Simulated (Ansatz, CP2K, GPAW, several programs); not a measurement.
**KMgF3 (cubic perovskite): methods side by side**

KMgF3 in the cubic perovskite structure, relaxed with r2SCAN in Ansatz, was computed with several methods. The symmetry is Pm-3m (No. 221, cubic); conventional cell a = 3.980 Å, 12.61 Å³ an atom. K is surrounded by 12 F at 2.81 Å; Mg is surrounded by 6 F at 1.99 Å; F is surrounded by 2 Mg at 1.99 Å and 4 K at 2.81 Å. No spin polarisation and no zero-point or thermal motion.

```
K Mg F
1.0
     3.98024    0.00000    0.00000
     0.00000    3.98024    0.00000
     0.00000    0.00000    3.98024
K Mg F
1 1 3
Direct
  0.00000 0.00000 0.00000
  0.50000 0.50000 0.50000
  0.50000 0.50000 0.00000
  0.50000 0.00000 0.50000
  0.00000 0.50000 0.50000
```

Gaps and times are for a single point on this cell; volume and bulk modulus come from each method's own relaxation or energy curve at fixed shape. Times are rough, from shared hosts (Arm Neoverse V1), and each method has its own mesh and cell size. Gaps from k meshes are read at a limited set of points (mesh, symmetry points, PBE's band edges), so each method's own least gap may be somewhat smaller. Minimal bases can be far off for gaps. GLLB-SC's gap includes the derivative discontinuity. d marks a direct gap, i an indirect one (no mark: not told apart), a dash a value that wasn't computed or didn't pass its checks.

| method | kind | gap (eV) | own volume (Å³/atom) | bulk modulus (GPa) | atoms computed | processor time |
| --- | --- | --- | --- | --- | --- | --- |
| light PBE (260 eV and a coarse mesh) | light plane-wave | 7.36 i | – | – | 5 | 0.85 s |
| PBE | semilocal | 7.37 i | 13.32 | 66 | 5 | 2.7 s |
| r2SCAN | semilocal | 8.30 i | 12.61 | 78 | 5 | 6.2 s |
| GLLB-SC (GPAW) | model potential | 12.94 | – | – | 5 | 12 s |
| PBE/SZV (CP2K) | small basis | 4.93 i | – | – | 5 | 15 s |
| PBE/DZVP (CP2K) | small basis | 7.37 i | – | – | 5 | 27 s |

Against r2SCAN (8.30 eV) and with closed or daggered gaps left aside, the nearest gap at the points sampled is that of PBE/DZVP (CP2K) (-0.93 eV) and the farthest that of GLLB-SC (GPAW) (+4.64 eV). r2SCAN is only a yardstick of convenience: semilocal gaps usually lie below measured ones, which GLLB-SC and hybrids aim to mend.
